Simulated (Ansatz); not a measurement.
# C2H3BO2: small, medium and large basis sets

The task here is to estimate one member of a computed series from the others.

The runs use Ansatz 0.2.0, Gaussian basis; one geometry, several basis sets.

The runs, in order: PBE0-D4/def2-SVP; ωB97M-V/def2-SVP; PBE0-D4/def2-QZVPP; ωB97M-V/def2-QZVPP; the functionals' def2-TZVPP values are taken from earlier runs.

### The geometry

All runs share one geometry, relaxed beforehand with PBE0-D4 in a triple-zeta def2 set.

8 atoms, charge 0, spin multiplicity 1.

Atoms are counted from 1 here; the program's logs count them from 0.

Bond lengths: O1–C2 1.203 Å, C2–B3 1.534 Å, C2–C4 1.455 Å, B3–C4 1.651 Å, B3–O5 1.559 Å, B3–H6 1.182 Å, C4–O5 1.478 Å, C4–H7 1.081 Å, O5–H8 0.965 Å. Angles: O1–C2–B3 148.9°, O1–C2–C4 135.9°, B3–C2–C4 67.0°, C2–B3–C4 54.2°, C2–B3–O5 94.2°, C2–B3–H6 146.3°, C4–B3–O5 54.7°, C4–B3–H6 137.6°, O5–B3–H6 118.1°, C2–C4–B3 58.8°, C2–C4–O5 101.2°, C2–C4–H7 144.0°, B3–C4–O5 59.5°, B3–C4–H7 140.2°, O5–C4–H7 114.7°, B3–O5–C4 65.8°, B3–O5–H8 114.4°, C4–O5–H8 110.1°.

The first run:

Contents of in.yaml:

```yaml
crystal:
  periodic: [false, false, false]
  atoms:
    - {symbol: O, position_ang: [1.240774, -1.645265, 1.003246]}
    - {symbol: C, position_ang: [0.523307, -0.781337, 0.571059]}
    - {symbol: B, position_ang: [0.051856, 0.678199, 0.614625]}
    - {symbol: C, position_ang: [0.209541, -0.245648, -0.744729]}
    - {symbol: O, position_ang: [-1.050629, 0.474993, -0.468472]}
    - {symbol: H, position_ang: [0.301629, 1.782725, 0.953804]}
    - {symbol: H, position_ang: [0.558819, -0.170287, -1.764458]}
    - {symbol: H, position_ang: [-1.743096, -0.150479, -0.220873]}
basis:
  gaussian: {orbitals: def2-SVP}
hamiltonian: {xc: pbe0, dispersion: d4}
output: {orbitals: {seedname: orbitals}}
```

Launch:

```sh
$ ansatz run in.yaml --threads 2 --pin off --events-out ev --progress --plain --max-ram 4352MiB
```

Steps of the session up to this table: PBE0-D4 in def2-SVP; ωB97M-V in def2-SVP; PBE0-D4 in def2-QZVPP; ωB97M-V in def2-QZVPP.

One of the session's tables, all rows but one given; the rest of the session is left out.

```
functional       basis  HOMO (eV)
   PBE0-D4    def2-SVP          ?
   PBE0-D4  def2-TZVPP      -6.60
   PBE0-D4  def2-QZVPP      -6.64
   ωB97M-V    def2-SVP      -8.72
   ωB97M-V  def2-TZVPP      -8.90
   ωB97M-V  def2-QZVPP      -8.94
```

**Question.** Estimate the row for PBE0-D4, def2-SVP.

The run gave: HOMO (eV): -6.44. In the column «HOMO (eV)» it is the highest.
